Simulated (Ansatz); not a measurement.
# FGeH6OP: the cost of one run

Program: Ansatz 0.2.0. Level of theory: RKS PBE-D4/def2-SVP. These are calculated values, not measurements.

### Step 1. The starting structure

Bond lengths: Ge1–O3 1.770 Å, O3–H4 1.010 Å, Ge1–F5 1.679 Å, Ge1–H6 1.549 Å, Ge1–P7 2.570 Å, P7–H8 1.420 Å, P7–H9 1.420 Å. Angles: Ge1–O3–H4 109.5°, O3–Ge1–F5 109.5°, O3–Ge1–H6 109.5°, O3–Ge1–P7 67.1°, F5–Ge1–H6 109.5°, F5–Ge1–P7 72.9°, H6–Ge1–P7 176.5°, Ge1–P7–H8 109.5°, Ge1–P7–H9 109.5°, H8–P7–H9 109.4°.

As a file:

```xyz
10

Ge    0.0000    0.0000    0.0000
H     0.0000    0.0000    1.9000
O     1.6691    0.0000   -0.5894
H     1.9855   -0.9521   -0.7061
F    -0.7913    1.3709   -0.5594
H    -0.7300   -1.2648   -0.5162
P     1.3478    2.0326    0.8104
H     2.4401    1.5915    1.6033
H     1.8381    2.7536   -0.3104
H     0.5385    0.8121    1.9571
```

### Step 2. Pulling towards end A

Springs on the bonds that form and break draw the guess towards this end; the thresholds are loose.

Contents of input.yaml:

```yaml
crystal:
  periodic: [false, false, false]
  atoms:
    - { symbol: Ge, position_ang: [0.0, 0.0, 0.0] }
    - { symbol: H, position_ang: [0.0, 0.0, 1.9] }
    - { symbol: O, position_ang: [1.6691, 0.0, -0.5894] }
    - { symbol: H, position_ang: [1.9855, -0.9521, -0.7061] }
    - { symbol: F, position_ang: [-0.7913, 1.3709, -0.5594] }
    - { symbol: H, position_ang: [-0.73, -1.2648, -0.5162] }
    - { symbol: P, position_ang: [1.3478, 2.0326, 0.8104] }
    - { symbol: H, position_ang: [2.4401, 1.5915, 1.6033] }
    - { symbol: H, position_ang: [1.8381, 2.7536, -0.3104] }
    - { symbol: H, position_ang: [0.5385, 0.8121, 1.9571] }
basis:
  gaussian: { orbitals: def2-SVP }
hamiltonian:
  xc: pbe
  dispersion: d4
relax:
  f_tol: 0.15
  max_steps: 25
  restrain:
    - { distance: [0, 6], at: 3.47, k: 30.0 }
    - { distance: [9, 1], at: 1.86, k: 30.0 }
    - { distance: [0, 1], at: 1.55, k: 30.0 }
    - { distance: [9, 6], at: 1.42, k: 30.0 }
```

Started as:

```sh
> ansatz run input.yaml --threads 4 --pin off --max-ram 5120MiB --backend cpu --events-out ev --progress --plain --runs-dir out
```

What time and memory should one allow on 4 threads of Arm Neoverse V1, shared host?

About 19 s, with a peak of 0.16 GiB.
